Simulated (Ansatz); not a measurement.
# Hf2NiH3: from the start to rest

Wanted: the geometry at rest of Hf2NiH3 (a borrowed structure type, volume estimated), relaxing cell and atoms, and its electronic structure there.

Method: DFT, PBEsol, spin-orbit coupling, plane waves, PAW, in Ansatz 0.2.0.

Symmetry: P-4m2, No. 115, tetragonal system. The conventional cell has a = 3.160 Å, b = 3.160 Å, c = 6.925 Å, α = 90.00°, β = 90.00°, γ = 90.00°. H (site symmetry -4m2) has 4 Ni at 2.23 Å and 4 Hf at 2.43 Å as nearest neighbours. Around Ni (site symmetry -4m2) lie 4 H at 2.23 Å and 4 Hf at 2.43 Å. Around Hf (site symmetry 2mm) lie 7 H at 2.37 to 2.44 Å and 2 Ni at 2.43 Å. H (site symmetry 2mm) has 5 Hf at 2.37 to 2.44 Å as nearest neighbours.

Symmetry-reduced, conventional setting; the input below types the cell that was run:

```cif
data_structure
_symmetry_space_group_name_H-M 'P-4m2'
_symmetry_Int_Tables_number 115
_cell_length_a 3.1596
_cell_length_b 3.1596
_cell_length_c 6.9247
_cell_angle_alpha 90.000
_cell_angle_beta 90.000
_cell_angle_gamma 90.000
_cell_volume 69.13
loop_
_atom_site_label
_atom_site_type_symbol
_atom_site_symmetry_multiplicity
_atom_site_Wyckoff_symbol
_atom_site_fract_x
_atom_site_fract_y
_atom_site_fract_z
_atom_site_occupancy
H1 H 1 b 0.50000 0.50000 0.00000 1
Ni1 Ni 1 a 0.00000 0.00000 0.00000 1
Hf1 Hf 2 g 0.00000 0.50000 0.73400 1
H2 H 2 g 0.00000 0.50000 0.38200 1
```

It starts from an earlier solution of the starting cell (checkpoint.read).

The structure above is the start of the run; the results belong to its end.

| quantity | value |
| --- | --- |
| moves | 6 |
| energy gained | 201.2 meV/atom |
| largest move | 0.34 Å (Hf) |
| space group (0.01 Å), before / after | P-4m2 / P-4m2 |
| cell | a = 2.971 Å, b = 2.971 Å, c = 6.817 Å, α = 90.00°, β = 90.00°, γ = 90.00° |
| volume | 10.03 Å³/atom (-13.0 %) |
| pressure at the end | -0.02 GPa |
| formation energy (elements from separate runs) | -0.11 eV/atom |
| character | metal |
| density of states, mean within 0.25 eV of the Fermi level | 2.4 per eV per cell |
| Bader charges | H -0.67 to -0.28, Ni -0.52, Hf +1.07 e |

What this shows: The volume shrank by 13.0 %, and the largest move of an atom is 0.34 Å apart from the change of the cell; the energy fell by 201.2 meV per atom. With 8 symmetry operations imposed, the end may be a saddle point towards distortions that break them. Bands cross the Fermi level: a metal; within 0.25 eV of the Fermi level the density of states averages 2.4 per eV per cell, mostly Hf d (59 %) and Ni d (21 %). Against the elements' reference phases (H2 molecule, Ni fcc, Hf hcp; separate runs with the same functional) the formation energy is -0.11 eV per atom, so it holds against falling apart into elements. Hf loses most charge (+1.07 e on average) and H gains most (-0.54 e).

Keep in mind: started without moments under time reversal, so no moment could form; the k mesh is coarse for a cell without a gap.

Which input would start the first run of this session?

A: The one that was run. It is one of several that fit.

Input file input.yaml:

```yaml
crystal:
  lattice:
    - [3.159597, 0.0, 0.0]
    - [0.0, 3.159597, 0.0]
    - [0.0, 0.0, 6.92467]
  atoms:
    - { symbol: H, position: [0.5, 0.5, 0.0] }
    - { symbol: Ni, position: [0.0, 0.0, 0.0] }
    - { symbol: Hf, position: [0.0, 0.5, 0.734] }
    - { symbol: Hf, position: [0.5, 0.0, 0.266] }
    - { symbol: H, position: [0.0, 0.5, 0.382] }
    - { symbol: H, position: [0.5, 0.0, 0.618] }
  symmetry: { tolerance: 0.0003 }
kpoints:
  mp_grid: { grid: [6, 6, 3], shift: [0, 0, 0] }
magnetization:
  noncollinear: true
  spin_orbit: true
scf:
  occupations: { method: fermi_dirac }
  lower_state_search: "off"
hamiltonian:
  pseudopotentials: { kind: paw_fr }
  xc: pbesol
basis:
  ecutwfc: 420
  fft_grid_basis: typed
relax:
  max_steps: 80
  cell: { p_target: 0.0 }
  f_tol: 0.03
output:
  forces: true
  stress: true
  eigenvalues: true
  bader: true
  populations: true
  elf: true
  write_potential: true
  volumetric_format: npy
  dos:
    e_range: [-12, 8]
    de: 0.05
    projected: { site_lists: { H: [H], Hf: [Hf], Ni: [Ni] } }
    method: { smearing: { sigma: 0.1, scheme: gaussian } }
  write_density: true
checkpoint:
  read: saved_state
```

Command:

```
ansatz run input.yaml --threads 2 --pin off --max-ram 3584MiB --backend cpu --events-out ev --progress --plain --runs-dir out
```
